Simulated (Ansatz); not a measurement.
# YbAl3: the cost of one run

Program: Ansatz 0.2.0, driven from Python. Level of theory: DFT PBEsol, plane waves, PAW. These are calculated values, not measurements.

## (1) The system

Symmetry: Pm-3m, No. 221, cubic system. Conventional cell: a = 4.292 Å, b = 4.292 Å, c = 4.292 Å, α = 90.00°, β = 90.00°, γ = 90.00°. Yb (site symmetry m-3m) has 12 Al at 3.03 Å as nearest neighbours. Al (site symmetry 4/mmm) is surrounded by 4 Yb at 3.03 Å and 8 Al at 3.03 Å.

The script holds or builds the structure itself.

## (2) The script

The input, pdos_ybal3.py:

```python
# -*- coding: utf-8 -*-
"""Which atoms and shells make the states of YbAl3."""

from collections import Counter
import json

import ansatz
import matplotlib.pyplot as plt
import numpy as np

config = {
    "mesh": (7, 7, 7),
    "cutoff": 510,
    "sigma": 0.05,
    "functional": "pbesol",
    "n_empty": 14,
}

lattice = ansatz.Lattice.of(
    (4.2921, 0.0, 0.0),
    (0.0, 4.2921, 0.0),
    (0.0, 0.0, 4.2921),
)
sites = [
    ("Yb", (0.0, 0.0, 0.0)),
    ("Al", (0.0, 0.5, 0.5)),
    ("Al", (0.5, 0.5, 0.0)),
    ("Al", (0.5, 0.0, 0.5)),
]
system = ansatz.Crystal(lattice=lattice)
for symbol, position in sites:
    system = system.atom(symbol, position)

model = system.calculation()
model = model.kpoints(*config["mesh"], center="gamma").basis(config["cutoff"])
model = model.occupations(ansatz.OccupationsMethod.GAUSSIAN, width=config["sigma"]).functional(config["functional"])
model = model.scf(extra_bands=config["n_empty"])
model = model.density_of_states(projected=True, energy_step=0.1)
res = model.run(events_out="events.ndjson")
data = res.report
with open("events.ndjson") as stream:
    kinds = Counter(json.loads(line)["event"] for line in stream)
print("events:", {kind: kinds[kind] for kind in ("scf_iter", "scf_done", "notice", "finished")})

dos = res.density_of_states()
energy = np.asarray(dos.energies_ev) - dos.fermi_ev
curves = {}
for site in res.projected_density_of_states().sites:
    for shell in site.shells:
        weight = sum(np.sum(curve.g_bin_mean_per_ev, axis=0) for curve in shell.curves)
        name = f"{site.species} {shell.label}"
        curves[name] = curves.get(name, 0) + weight

window = (energy > -6) & (energy < 4)
fig, ax = plt.subplots(figsize=(5.5, 3.5))
for name, g in curves.items():
    if g[window].max() > 0.05:
        ax.plot(energy[window], g[window], label=name, lw=1)
        print(f"{name:8s} peak {g[window].max():7.3f} states/eV at {energy[window][g[window].argmax()]:6.2f} eV")
ax.set(xlabel="E - E_F (eV)", ylabel="states/eV")
ax.legend(fontsize=7)
fig.tight_layout()
fig.savefig("pdos.png", dpi=100)
```

## (3) Launch

Launch:

```bash
python pdos_ybal3.py
```

What time and memory should one allow on 1 thread of Arm Neoverse V2, shared host?

About 9.9 s, with a peak of 0.45 GiB.
